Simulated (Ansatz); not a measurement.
# GaCCl (triplet): from Hartree-Fock to the top rungs, cc-pVDZ

One table from this session's results is given with a row withheld; the runs are named, their logs left out.

The runs use Ansatz 0.2.0, Gaussian basis; cc-pVDZ, core rule «outside noble gas», up to 20 orbitals frozen.

Plan: UHF; CCSD(T) on ROHF; CCSD(T) on UHF; BCCD(T) on ROHF; CISD; CCSDT(Q) on ROHF; CCSDT(Q) on UHF; CASSCF and MRCISD+Q, 12 electrons in 11 orbitals; CASSCF and NEVPT2, 12 electrons in 11 orbitals.

15 further runs of the same task are left out: 2 for a known fault of the program, 7 that didn't finish, 6 set aside as unsound or not needed.

**What is computed**

The geometry is a PBE0/def2-TZVP stationary point (not a proven minimum) of the parent state, kept for this charge and spin. No spin-orbit coupling is included. The filled d shell of Ga may be among the frozen orbitals whatever the setting's name suggests; the logs give the count.

3 atoms, charge 0, spin multiplicity 3.

Atoms are counted from 1 here; the program's logs count them from 0.

Bond lengths: C1–Ga2 1.918 Å, Ga2–Cl3 2.123 Å. Angles: C1–Ga2–Cl3 180.0°.

The first run:

in.yaml reads:

```yaml
crystal:
  periodic: [false, false, false]
  atoms:
    - {symbol: C, position_ang: [0.000000, 0.000000, -1.986233]}
    - {symbol: Ga, position_ang: [0.000000, 0.000000, -0.068233]}
    - {symbol: Cl, position_ang: [0.000000, 0.000000, 2.054467]}
basis:
  gaussian: {orbitals: cc-pVDZ}
magnetization: {spin_polarized: true, initial_magnetization: 2}
hamiltonian: {xc: hf}
output: {orbitals: {seedname: orbitals}}
```

Started as:

```
$ ansatz run in.yaml --threads 1 --pin off --events-out ev --progress --plain --max-ram 2393MiB
```

Among the steps run: UHF; CCSD(T) on ROHF; CCSD(T) on UHF; BCCD(T) on ROHF; CISD; CCSDT(Q) on ROHF; CCSDT(Q) on UHF; CASSCF and MRCISD+Q, 12 electrons in 11 orbitals; CASSCF and NEVPT2, 12 electrons in 11 orbitals.

One table of the session follows, with a row left open; its other results are not shown here.

| method | from UCCSDT(Q) (meV) |
| --- | --- |
| ROHF | +8687.9 |
| UHF | +8566.0 |
| RMP2 | +1297.8 |
| UMP2 | +1331.0 |
| RCCSD | +394.5 |
| UCCSD | +386.5 |
| RCCSD(T) | +87.1 |
| UCCSD(T) | +86.3 |
| BCCD(T) | ? |
| RCCSDT | +35.4 |
| UCCSDT | +32.5 |
| RCCSDT(Q) | +5.6 |
| UCCSDT(Q) | 0 |
| CASSCF valence | +6414.5 |
| NEVPT2 valence | +1273.1 |
| MRCISD valence | +593.0 |
| MRCISD+Q valence | +67.5 |

Estimate the missing values for BCCD(T).

As computed: from UCCSDT(Q) (meV): +90.5. In the column «from UCCSDT(Q) (meV)» it lies between RCCSD(T) (+87.1) and UCCSD (+386.5).

Not comparable, so not listed: CISD (they don't share determinant, frozen orbitals or solution with the rows shown, or repeat one).

To keep in mind: Restricted and unrestricted rows rest on different reference determinants; where their highest levels disagree by more than a few hundredths of an eV, they describe different states and don't form one ladder.
